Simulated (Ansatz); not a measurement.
# AsH2: the cost of one run

Computed with Ansatz 0.2.0 (the levels named in each step, unless a step's input says otherwise).

## 1. The starting structure

Bond lengths: As1–H2 1.504 Å, As1–H3 1.504 Å. Angles: H2–As1–H3 88.8°.

Coordinates:

```xyz
3

As    0.0001    0.0282   -0.0001
H    -1.0546   -1.0442    0.0012
H     1.0495   -1.0493    0.0097
```

## 2. A rough first relaxation, PBE-D4/def2-SVP

Contents of input.yaml:

```yaml
crystal:
  periodic: [false, false, false]
  atoms:
    - { symbol: As, position_ang: [6.0e-05, 0.02817, -0.00015] }
    - { symbol: H, position_ang: [-1.05457, -1.04425, 0.00119] }
    - { symbol: H, position_ang: [1.04948, -1.04932, 0.00966] }
magnetization:
  spin_polarized: true
  initial_magnetization: 1
basis:
  gaussian: { orbitals: def2-SVP }
hamiltonian:
  xc: pbe
  dispersion: d4
relax:
  f_tol: 0.03
  max_steps: 200
```

Command:

```
$ ansatz run input.yaml --threads 4 --pin off --max-ram 10240MiB --backend cpu --events-out ev --progress --plain --runs-dir out
```

Q: Estimate wall time and peak memory on 4 threads of Arm Neoverse N1, shared host.

About 1.9 s, with a peak of 0.095 GiB.
